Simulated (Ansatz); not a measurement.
# GeH7NOSi2: a ladder of functionals and wavefunction methods

One table from this session's results is given with a row withheld; the runs are named, their logs left out.

Method: functionals in def2-TZVPP, the program's frozen cores in correlated methods; program: Ansatz 0.2.0, Gaussian basis.

Levels to be run: LDA (SPW92), PBE-D4, revPBE-D4, BLYP-D4, r2SCAN-D4, B97M-V, PBE0-D4, B3LYP-D4, r2SCANh-D4, r2SCAN0-D4, HSE06-D4, BHLYP-D4, CAM-B3LYP-D4, LC-ωPBE, ωB97X-V, ωB97M-V, B2PLYP, PBE-QIDH; CCSD(T)/def2-SVP; CCSD(T)/def2-TZVPP; MP2/def2-QZVPP; extrapolation to the limit; RPA on PBE.

## The relaxed structure

All runs share one geometry, relaxed beforehand with PBE0-D4 in a triple-zeta def2 set.

SMILES `[OH][Ge][N]([SiH3])[SiH3]`, 12 atoms, charge 0, spin multiplicity 1.

Atoms are counted from 1 here; the program's logs count them from 0.

Bond lengths: O1–Ge2 1.783 Å, O1–H6 0.964 Å, Ge2–N3 1.883 Å, N3–Si4 1.734 Å, N3–Si5 1.740 Å, Si4–H7 1.486 Å, Si4–H8 1.487 Å, Si4–H9 1.492 Å, Si5–H10 1.488 Å, Si5–H11 1.488 Å, Si5–H12 1.487 Å. Angles: Ge2–O1–H6 118.5°, O1–Ge2–N3 101.4°, Ge2–N3–Si4 125.5°, Ge2–N3–Si5 116.4°, Si4–N3–Si5 118.0°, N3–Si4–H7 112.1°, N3–Si4–H8 109.7°, N3–Si4–H9 110.4°, H7–Si4–H8 108.9°, H7–Si4–H9 107.6°, H8–Si4–H9 108.1°, N3–Si5–H10 107.7°, N3–Si5–H11 111.0°, N3–Si5–H12 111.5°, H10–Si5–H11 109.4°, H10–Si5–H12 109.3°, H11–Si5–H12 108.0°.

The first run:

File in.yaml:

```yaml
crystal:
  periodic: [false, false, false]
  atoms:
    - {symbol: O, position_ang: [-0.993967, 2.618331, 0.681142]}
    - {symbol: Ge, position_ang: [0.641035, 2.040241, 0.266864]}
    - {symbol: N, position_ang: [0.326876, 0.203901, -0.007099]}
    - {symbol: Si, position_ang: [-1.226869, -0.566696, 0.014476]}
    - {symbol: Si, position_ang: [1.718168, -0.772973, -0.377807]}
    - {symbol: H, position_ang: [-1.691062, 1.966846, 0.815747]}
    - {symbol: H, position_ang: [-1.900405, -0.503379, -1.309028]}
    - {symbol: H, position_ang: [-1.074506, -1.992486, 0.408402]}
    - {symbol: H, position_ang: [-2.122601, 0.094369, 1.007743]}
    - {symbol: H, position_ang: [2.888251, 0.137242, -0.502180]}
    - {symbol: H, position_ang: [1.528004, -1.509860, -1.656699]}
    - {symbol: H, position_ang: [1.983976, -1.770536, 0.692340]}
basis:
  gaussian: {orbitals: def2-TZVPP}
hamiltonian: {xc: lda}
output: {orbitals: {seedname: orbitals}}
```

The run is started by

```
$ ansatz run in.yaml --threads 4 --pin off --events-out ev --progress --plain --max-ram 11315MiB
```

Among the steps run: LDA; PBE-D4 (GGA); revPBE-D4 (GGA); BLYP-D4 (GGA); r2SCAN-D4 (meta-GGA); B97M-V (meta-GGA); PBE0-D4 (hybrid); B3LYP-D4 (hybrid); r2SCANh-D4 (hybrid); r2SCAN0-D4 (hybrid); HSE06-D4 (hybrid); BHLYP-D4 (hybrid); CAM-B3LYP-D4 (range-separated); LC-ωPBE (range-separated); ωB97X-V (range-separated); ωB97M-V (range-separated); B2PLYP (double hybrid); PBE-QIDH (double hybrid).

One table of the session follows, with a row left open; its other results are not shown here.

It belongs to the step «Orbital energies across the functionals». 

| functional | HOMO (eV) | LUMO (eV) | gap (eV) |
| --- | --- | --- | --- |
| LDA (SPW92) | -6.69 | -2.72 | 3.97 |
| PBE-D4 | -6.53 | -2.51 | 4.02 |
| revPBE-D4 | -6.47 | -2.42 | 4.05 |
| BLYP-D4 | -6.41 | -2.40 | 4.01 |
| r2SCAN-D4 | -6.81 | -2.46 | 4.35 |
| B97M-V | -6.84 | -2.45 | 4.39 |
| PBE0-D4 | -7.63 | -1.74 | 5.89 |
| B3LYP-D4 | -7.46 | -1.96 | 5.51 |
| r2SCANh-D4 | -7.21 | -2.16 | 5.05 |
| r2SCAN0-D4 | ? | ? | ? |
| HSE06-D4 | -7.23 | -2.11 | 5.12 |
| BHLYP-D4 | -8.62 | -0.89 | 7.73 |
| CAM-B3LYP-D4 | -8.94 | -0.70 | 8.24 |
| LC-ωPBE | -10.20 | 0.41 | 10.61 |
| ωB97X-V | -9.88 | 0.30 | 10.19 |
| ωB97M-V | -9.83 | 0.18 | 10.00 |

Estimate the missing values for r2SCAN0-D4.

Worked estimate for «HOMO (eV)». Against the share of exact exchange, r2SCAN-D4 (0, -6.81), r2SCANh-D4 (0.1, -7.21) give a slope of -4.00 per unit share; at 0.25 the line stands at -7.81.

As computed: HOMO (eV): -7.82; LUMO (eV): -1.72; gap (eV): 6.10. In «HOMO (eV)» the line misses by +0.01.
